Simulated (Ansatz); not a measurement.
# TaN: the cost of one run

Computed with Ansatz 0.2.0 (DFT PBEsol, scalar-relativistic, unless a step's input says otherwise).

### Step 1. The system as given

The structure is hexagonal, space group P-6m2 (No. 187). The conventional cell has a = 2.938 Å, b = 2.938 Å, c = 2.883 Å, α = 90.00°, β = 90.00°, γ = 120.00°. Ta (site symmetry -6m2) is surrounded by 6 N at 2.23 Å. N (site symmetry -6m2) is surrounded by 6 Ta at 2.23 Å.

Coordinates:

```
CELL_PARAMETERS angstrom
2.93800 0.00000 0.00000
-1.46900 2.54438 0.00000
0.00000 0.00000 2.88300
ATOMIC_POSITIONS crystal
Ta 0.33333 0.66667 0.50000
N 0.00000 0.00000 0.00000
```

Atoms are numbered in the order of the input: Ta1, N2.

### Step 2. After the deformation

Space group P-6m2 before, P-6m2 after.

### Step 3. All-electron LAPW

File input.yaml:

```yaml
crystal:
  lattice:
    - [3.0261388241, 0.0, 0.0]
    - [-1.5130694121, 2.6207130971, 0.0]
    - [0.0, 0.0, 2.883]
  atoms:
    - { symbol: Ta, position: [0.3333333333, 0.6666666667, 0.5] }
    - { symbol: "N", position: [0.0, 0.0, 0.0] }
kpoints:
  mp_grid: { grid: [12, 12, 10] }
  band_path:
    path:
      - [0.0, 0.0, 0.0]
      - [0.5, 0.0, 0.0]
      - [0.3333333333, 0.3333333333, 0.0]
      - [0.0, 0.0, 0.0]
      - [0.0, 0.0, 0.5]
      - [0.5, 0.0, 0.5]
      - [0.3333333333, 0.3333333333, 0.5]
      - [0.0, 0.0, 0.5]
      - [0.5, 0.0, 0.5]
    npoints: 5
scf:
  occupations: { method: fermi_dirac, width: 0.02 }
hamiltonian:
  xc: pbesol
  pseudopotentials: { kind: all_electron, lapw: { basis_error: 0.0005 } }
output:
  forces: true
  stress: true
  eigenvalues: true
```

Launch:

```
$ ansatz run input.yaml --threads 1 --pin off --max-ram 3072MiB --backend cpu --events-out ev --progress --plain --runs-dir out
```

**Question.** How long does this run take on 1 thread of Arm Neoverse V1, shared host, and how much memory does it need?

About 61 s, with a peak of 0.48 GiB.
